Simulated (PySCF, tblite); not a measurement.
# C₃H₁₅BN₂Si₂: geometry, infrared bands and NMR shifts

Wanted: the infrared bands and NMR shifts of C₃H₁₅BN₂Si₂ (`C=NCC[B@@H-]([SiH3])[NH2+][SiH3]`), by calculation.

The runs use tblite 0.8.0 and PySCF 2.14.0, with density-fitted response routines of our own; the level of theory stands in each step. All values are computed, except where a source is named. Atoms count from 0, in the outputs and in this text.

**1. The starting structure**

23 atoms, charge 0, multiplicity 1; geometry from: force field or distance geometry start.

Bonds of the start (Å): C0–N1 1.30, N1–C2 1.43, C2–C3 1.52, C3–B4 1.59, B4–Si5 1.95, B4–N6 1.54, N6–Si7 1.76, C0–H8 1.08, C0–H9 1.09, C2–H10 1.11, C2–H11 1.09, C3–H12 1.13, C3–H13 1.12, B4–H14 1.17, Si5–H15 1.48, Si5–H16 1.46, Si5–H17 1.46, N6–H18 1.05, N6–H19 1.04, Si7–H20 1.47, Si7–H21 1.49, Si7–H22 1.47.

**2. Geometry optimisation with GFN2-xTB**

What the job is given:

```
{"job": {"kind": "relax", "xc": "GFN2-xTB", "basis": "xTB"}, "charge": 0, "multiplicity": 1}
C      3.945900     0.689800     0.093300
N      2.899000     0.979600    -0.616600
C      1.864200    -0.007100    -0.646200
C      0.663600     0.635400     0.029700
B     -0.598400    -0.331100     0.087100
Si    -0.921100    -0.777300     1.959300
N     -1.797100     0.502400    -0.396000
Si    -2.934800    -0.434400    -1.366300
H      4.062200    -0.234500     0.647700
H      4.745300     1.427700     0.143000
H      1.621200    -0.308900    -1.691300
H      2.173500    -0.866300    -0.056000
H      0.900600     1.021500     1.060700
H      0.385600     1.528300    -0.577900
H     -0.463100    -1.318800    -0.523400
H     -2.119900    -0.070500     2.460900
H     -1.185800    -2.204800     2.145200
H      0.224100    -0.425000     2.801700
H     -2.222000     0.922600     0.467100
H     -1.386700     1.295600    -0.935800
H     -2.635700    -1.868300    -1.420900
H     -4.341600    -0.211500    -0.916700
H     -2.883700     0.082700    -2.738500
```

Command:

```sh
$ OMP_NUM_THREADS=1 python probes_run.py task.json out
```

One launch serves the whole session: the jobs run in the order shown.

**Question.** This job is followed by: GFN2-xTB harmonic vibrations, gas phase; GIAO PBE0/pcSseg-1 NMR shielding, non-relativistic, gas phase. Predict these results of the whole session: strongest single infrared mode (GFN2-xTB); zero-point energy (GFN2-xTB); ¹³C shifts against TMS (PBE0/pcSseg-1); ¹H shifts against TMS (PBE0/pcSseg-1, means over atoms taken as alike); ¹⁵N shifts against NH3 (PBE0/pcSseg-1); ¹¹B shifts against BF3·OEt2 (PBE0/pcSseg-1); ²⁹Si shifts against TMS (PBE0/pcSseg-1); surface potential, 1st and 99th percentile.

**Answer**, as computed:

| quantity | value |
| --- | --- |
| strongest single infrared mode (GFN2-xTB) | 854 cm⁻¹, 492 km/mol |
| zero-point energy (GFN2-xTB) | 108.8 kcal/mol |
| ¹³C shifts against TMS (PBE0/pcSseg-1) | 151.3, 66.8, 36.8 ppm |
| ¹H shifts against TMS (PBE0/pcSseg-1, means over atoms taken as alike) | 7.72, 7.10, 4.70, 4.18, 3.19, 3.18, 2.51, 2.08, 1.84, 1.40, 0.38 ppm |
| ¹⁵N shifts against NH3 (PBE0/pcSseg-1) | 427.8, 42.3 ppm |
| ¹¹B shifts against BF3·OEt2 (PBE0/pcSseg-1) | -18.2 ppm |
| ²⁹Si shifts against TMS (PBE0/pcSseg-1) | -46.2, -106.1 ppm |
| surface potential, 1st and 99th percentile | -1.80 V and 2.41 V |

What this shows: Relaxing lowered the energy by 0.903 eV in 167 steps; the close pair that moved most is B4–N6, from 1.538 to 1.690 Å. All 63 modes are real, so the xTB geometry is a minimum. The strongest single mode, at 854 cm⁻¹, is spread over several atoms, H16, H15, H17 among them. Unscaled tight-binding wavenumbers are off by several per cent, some by more. Its intensities can rank the bands wrongly. At PBE0/pcSseg-1: The widest tensor belongs to N1: span 800 ppm, with a paramagnetic part of -489 ppm. At PBE0/pcSseg-1, counted by nearest atom on the grid, the HOMO lies on N1 63 %; H8, H11 about 9 % each, the LUMO on Si7 16 %; H20, H21, H22 about 15 % each.
